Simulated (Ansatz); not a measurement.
# LiMg: the crystal squeezed far

One table from this session's results is given with a row withheld; the runs are named, their logs left out.

Computed with Ansatz 0.2.0 (DFT, PBEsol, PAW with Ansatz's default frozen-core files, scalar-relativistic, unless a step's input says otherwise).

## Starting point

Symmetry: Pm-3m, No. 221, cubic system. The conventional cell has a = 3.415 Å, b = 3.415 Å, c = 3.415 Å, α = 90.00°, β = 90.00°, γ = 90.00°. Li (site symmetry m-3m) has 8 Mg at 2.96 Å as nearest neighbours. Mg (site symmetry m-3m) has 8 Li at 2.96 Å as nearest neighbours.

As a file:

```
Li Mg
1.0
     3.41533    0.00000    0.00000
     0.00000    3.41533    0.00000
     0.00000    0.00000    3.41533
Li Mg
1 1
Direct
  0.00000 0.00000 0.00000
  0.50000 0.50000 0.50000
```

Whether this phase is the stable one at these pressures isn't tested.

Atoms are numbered in the order of the input: Li1, Mg2.

Set-up of the first run:

input.yaml reads:

```yaml
crystal:
  lattice:
    - [3.415326, 0.0, 0.0]
    - [0.0, 3.415326, 0.0]
    - [0.0, 0.0, 3.415326]
  atoms:
    - { symbol: Li, position: [0.0, 0.0, 0.0] }
    - { symbol: Mg, position: [0.5, 0.5, 0.5] }
kpoints:
  mp_grid: { grid: [11, 11, 11] }
scf:
  occupations: { method: fermi_dirac, width: 0.05 }
hamiltonian:
  xc: pbesol
  pseudopotentials: { kind: paw }
output:
  forces: true
  stress: true
relax:
  f_tol: 0.01
  max_steps: 30
```

Command:

```bash
ansatz run input.yaml --threads 1 --pin off --max-ram 2048MiB --backend cpu --events-out ev --progress --plain --runs-dir out
```

Among the steps run: Atoms relaxed at the given volume, PAW; Volume scaled by 1, PAW; Atoms relaxed at 0.7 of the volume, PAW; Volume scaled by 0.7, PAW; Atoms relaxed at 0.6 of the volume, PAW; Volume scaled by 0.6, PAW; Atoms relaxed at 0.4 of the volume, PAW; Volume scaled by 0.4, PAW.

One of the session's tables, all rows but one given; the rest of the session is left out.

| method | volume over the first | volume (Å³/atom) | pressure (GPa) |
| --- | --- | --- | --- |
| PAW | 1 | ? | ? |
| PAW | 0.7 | 13.943 | 18.11 |
| PAW | 0.6 | 11.951 | 34.46 |
| PAW | 0.4 | 7.968 | 130.12 |

Estimate the missing values for PAW, 1.

As computed: volume (Å³/atom): 19.919; pressure (GPa): -0.01. In the column «volume (Å³/atom)» it is the highest.

Limits of these values: Warnings in the runs' records: stress scf threshold loose.
